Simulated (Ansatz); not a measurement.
# NaLaSiO4: the cost of one run

Program: Ansatz 0.2.0. Level of theory: DFT PBEsol, plane waves, PAW, scalar-relativistic, no spin polarisation. These are calculated values, not measurements.

## (1) The system as given

The cell holds 28 atoms (La4Na4O16Si4): a = 7.218 Å, b = 5.559 Å, c = 9.707 Å, α = 90.00°, β = 90.00°, γ = 90.00°.

Its coordinates follow in the input file.

## (2) Run 1

340 steps of 1 fs under a Langevin thermostat at 1200 K.

Input file input.yaml:

```yaml
crystal:
  lattice:
    - [7.217757, 0.0, 0.0]
    - [0.0, 5.559197, 0.0]
    - [0.0, 0.0, 9.706622]
  atoms:
    - { symbol: Na, position: [0.168701, 0.25, 0.42006] }
    - { symbol: Na, position: [0.831299, 0.75, 0.57994] }
    - { symbol: Na, position: [0.331299, 0.75, 0.92006] }
    - { symbol: Na, position: [0.668701, 0.25, 0.07994] }
    - { symbol: La, position: [0.491053, 0.25, 0.693446] }
    - { symbol: La, position: [0.508947, 0.75, 0.306554] }
    - { symbol: La, position: [0.008947, 0.75, 0.193446] }
    - { symbol: La, position: [0.991053, 0.25, 0.806554] }
    - { symbol: Si, position: [0.23424, 0.25, 0.080951] }
    - { symbol: Si, position: [0.76576, 0.75, 0.919049] }
    - { symbol: Si, position: [0.26576, 0.75, 0.580951] }
    - { symbol: Si, position: [0.73424, 0.25, 0.419049] }
    - { symbol: O, position: [0.305001, 0.496274, 0.160944] }
    - { symbol: O, position: [0.694999, 0.503726, 0.839056] }
    - { symbol: O, position: [0.194999, 0.503726, 0.660944] }
    - { symbol: O, position: [0.694999, 0.996274, 0.839056] }
    - { symbol: O, position: [0.805001, 0.496274, 0.339056] }
    - { symbol: O, position: [0.305001, 0.003726, 0.160944] }
    - { symbol: O, position: [0.805001, 0.003726, 0.339056] }
    - { symbol: O, position: [0.194999, 0.996274, 0.660944] }
    - { symbol: O, position: [0.002788, 0.25, 0.076261] }
    - { symbol: O, position: [0.997212, 0.75, 0.923739] }
    - { symbol: O, position: [0.497212, 0.75, 0.576261] }
    - { symbol: O, position: [0.502788, 0.25, 0.423739] }
    - { symbol: O, position: [0.810566, 0.25, 0.581532] }
    - { symbol: O, position: [0.189434, 0.75, 0.418468] }
    - { symbol: O, position: [0.689434, 0.75, 0.081532] }
    - { symbol: O, position: [0.310566, 0.25, 0.918468] }
basis:
  ecutwfc: 420.0
kpoints:
  mp_grid: { grid: [2, 2, 1] }
hamiltonian:
  xc: pbesol
scf:
  occupations: { method: fermi_dirac, width: 0.05 }
  lower_state_search: "off"
md:
  timestep: 1
  n_steps: 340
  ensemble: nvt_langevin
  temperature: 1200.0
  initial_velocities: maxwell_boltzmann
  seed: 361497
  friction: 0.05
```

Run with:

```
$ ansatz run input.yaml --threads 2 --pin off --max-ram 5120MiB --backend cpu --events-out ev --progress --plain --runs-dir out
```

What time and memory should one allow on 2 threads of Intel Xeon Platinum 8488C (Sapphire Rapids), shared host?

About 20 min, with a peak of 1.2 GiB.
